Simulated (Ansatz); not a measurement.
## Molecular dynamics of In$_{8}$SiSb$_{8}$Cl$_{4}$

Input file:

```yaml
accuracy: low
crystal:
  lattice:
    - [9.137234, 0.0, 0.0]
    - [4.568617, 7.913077, 0.0]
    - [0.0, 0.0, 20.662825]
  atoms:
    - { symbol: In, position: [0.0, 0.0, 0.0483961] }
    - { symbol: Sb, position: [0.1666667, 0.1666667, 0.0935286] }
    - { symbol: In, position: [1.0, 0.5, 0.0483961] }
    - { symbol: Sb, position: [0.1666667, 0.6666667, 0.0935286] }
    - { symbol: In, position: [0.5, 0.0, 0.0483961] }
    - { symbol: Sb, position: [0.6666667, 0.1666667, 0.0935286] }
    - { symbol: In, position: [0.5, 0.5, 0.0483961] }
    - { symbol: Sb, position: [0.6666667, 0.6666667, 0.0935286] }
    - { symbol: In, position: [0.6666667, 0.6666667, 0.2289261] }
    - { symbol: Sb, position: [0.8333333, 0.8333333, 0.2740586] }
    - { symbol: In, position: [0.6666667, 0.1666667, 0.2289261] }
    - { symbol: Sb, position: [0.8333333, 0.3333333, 0.2740586] }
    - { symbol: In, position: [0.1666667, 0.6666667, 0.2289261] }
    - { symbol: Sb, position: [0.3333333, 0.8333333, 0.2740586] }
    - { symbol: In, position: [0.1666667, 0.1666667, 0.2289261] }
    - { symbol: Sb, position: [0.3333333, 0.3333333, 0.2740586] }
    - { symbol: Si, position: [0.1525482, 0.1741944, 0.5780109] }
    - { symbol: Cl, position: [0.1672477, -0.0412386, 0.5454568] }
    - { symbol: Cl, position: [0.3531209, 0.188855, 0.5454568] }
    - { symbol: Cl, position: [-0.0627083, 0.3747382, 0.5454568] }
    - { symbol: Cl, position: [0.1525482, 0.1741944, 0.675771] }
basis:
  ecutwfc: 420.0
kpoints:
  mp_grid: { grid: [2, 2, 1] }
hamiltonian:
  xc: pbe
  dispersion: d3bj
  pseudopotentials: { kind: paw, azcp: { folder: soft_1 } }
scf:
  occupations: { method: fermi_dirac, width: 0.05 }
  lower_state_search: "off"
md:
  timestep: 3.0
  n_steps: 320
  ensemble: nve
  initial_velocities: zero
  seed: 492830
  initial_site_velocities:
    - { site: 16, velocity: [0.00839, 0.0, -0.009999] }
    - { site: 17, velocity: [0.00839, 0.0, -0.009999] }
    - { site: 18, velocity: [0.00839, 0.0, -0.009999] }
    - { site: 19, velocity: [0.00839, 0.0, -0.009999] }
    - { site: 20, velocity: [0.00839, 0.0, -0.009999] }
  constraints: [{ sites: [0, 2, 4, 6] }]
```

Launched with:

```bash
$ ansatz run input.yaml --threads 4 --pin off --max-ram 10240MiB --backend cpu --events-out ev --progress --plain --runs-dir out
```

It starts from an unrelaxed structure (largest force component 0.77 eV/Å).

Output, in part (step lines):

```
md step     0: t =     0.00 fs  T =   682.6 K  F+E_penalty+E_count = -101620.05625667 eV  E_kin = 1.499900 eV  conserved = -101618.55635695 eV  (14 SCF iters)
md step     1: t =     3.00 fs  T =   684.3 K  F+E_penalty+E_count = -101620.06014992 eV  E_kin = 1.503778 eV  conserved = -101618.55637161 eV  (7 SCF iters)
md step     2: t =     6.00 fs  T =   687.9 K  F+E_penalty+E_count = -101620.06799135 eV  E_kin = 1.511580 eV  conserved = -101618.55641146 eV  (7 SCF iters)
md step     3: t =     9.00 fs  T =   693.0 K  F+E_penalty+E_count = -101620.07918733 eV  E_kin = 1.522722 eV  conserved = -101618.55646488 eV  (8 SCF iters)
md step     4: t =    12.00 fs  T =   699.2 K  F+E_penalty+E_count = -101620.09290579 eV  E_kin = 1.536386 eV  conserved = -101618.55652020 eV  (8 SCF iters)
md step     5: t =    15.00 fs  T =   706.1 K  F+E_penalty+E_count = -101620.10825536 eV  E_kin = 1.551687 eV  conserved = -101618.55656883 eV  (5 SCF iters)
md step     6: t =    18.00 fs  T =   713.5 K  F+E_penalty+E_count = -101620.12444580 eV  E_kin = 1.567841 eV  conserved = -101618.55660465 eV  (3 SCF iters)
md step     7: t =    21.00 fs  T =   721.0 K  F+E_penalty+E_count = -101620.14089317 eV  E_kin = 1.584268 eV  conserved = -101618.55662504 eV  (3 SCF iters)
[... lines left out ...]
md step   320: t =   960.00 fs  T =   664.7 K  F+E_penalty+E_count = -101620.01725946 eV  E_kin = 1.460564 eV  conserved = -101618.55669539 eV  (8 SCF iters)
```

The steps, from the saved trajectory:

| time (fs) | T (K) | potential energy less start (eV) | conserved less start (meV/atom) |
| --- | --- | --- | --- |
| 0 | 683 | 0.000 | 0.00 |
| 30 | 743 | -0.133 | -0.01 |
| 60 | 810 | -0.281 | -0.02 |
| 90 | 816 | -0.294 | -0.01 |
| 120 | 808 | -0.275 | -0.01 |
| 150 | 816 | -0.294 | -0.01 |
| 180 | 813 | -0.288 | -0.02 |
| 210 | 760 | -0.171 | -0.01 |
| 240 | 675 | 0.017 | -0.01 |
| 270 | 630 | 0.114 | -0.01 |
| 300 | 669 | 0.030 | -0.02 |
| 330 | 683 | -0.001 | -0.02 |
| 360 | 625 | 0.125 | -0.02 |
| 390 | 544 | 0.305 | -0.01 |
| 420 | 507 | 0.386 | -0.01 |
| 450 | 547 | 0.298 | -0.02 |
| 480 | 589 | 0.206 | -0.02 |
| 510 | 607 | 0.167 | -0.01 |
| 540 | 629 | 0.116 | -0.02 |
| 570 | 562 | 0.263 | -0.02 |
| 600 | 438 | 0.538 | 0.00 |
| 630 | 423 | 0.571 | -0.01 |
| 660 | 490 | 0.423 | -0.02 |
| 690 | 507 | 0.385 | -0.02 |
| 720 | 475 | 0.457 | -0.01 |
| 750 | 515 | 0.368 | -0.01 |
| 780 | 584 | 0.216 | -0.03 |
| 810 | 566 | 0.255 | -0.02 |
| 840 | 531 | 0.334 | -0.01 |
| 870 | 563 | 0.262 | -0.02 |
| 900 | 638 | 0.097 | -0.02 |
| 930 | 680 | 0.005 | -0.02 |
| 960 | 665 | 0.039 | -0.02 |

The run went to its last step. The conserved energy stayed within 0.028 meV per atom of its start (net change -0.016 meV per atom), so the integration is sound. A run of 0.96 ps of so small a system gives no equilibrium averages. Limits of this set-up: coarse k mesh, slab without dipole correction, a typed lattice constant that wasn't relaxed here, low accuracy level.

Mean squared displacements from the first frame to the last: In 0.22 Å², Sb 0.24 Å², Si 28.17 Å², Cl 33.41 Å².

Last frame:

```xyz
21
Lattice="9.1372 0.0000 0.0000 4.5686 7.9131 0.0000 0.0000 0.0000 20.6628" Properties=species:S:1:pos:R:3
In 0.000 0.000 1.000
Sb 2.272 1.315 1.852
In 11.421 3.957 1.000
Sb 4.553 5.274 1.945
In 4.569 0.000 1.000
Sb 6.861 1.316 1.819
In 6.853 3.957 1.000
Sb 9.146 5.268 1.823
In 9.599 4.817 4.667
Sb 11.959 6.249 5.464
In 7.348 1.021 4.686
Sb 9.570 2.237 5.878
In 5.262 5.001 5.015
Sb 7.525 6.228 5.998
In 2.646 0.839 4.818
Sb 4.984 2.195 5.658
Si 6.959 3.700 11.775
Cl 5.522 3.739 10.305
Cl 8.596 4.919 11.611
Cl 6.054 4.220 13.554
Cl 7.651 1.764 11.591
```

The run took 58 min on 4 threads of Arm Neoverse V1, on a shared host, peak memory 4.4 GiB.
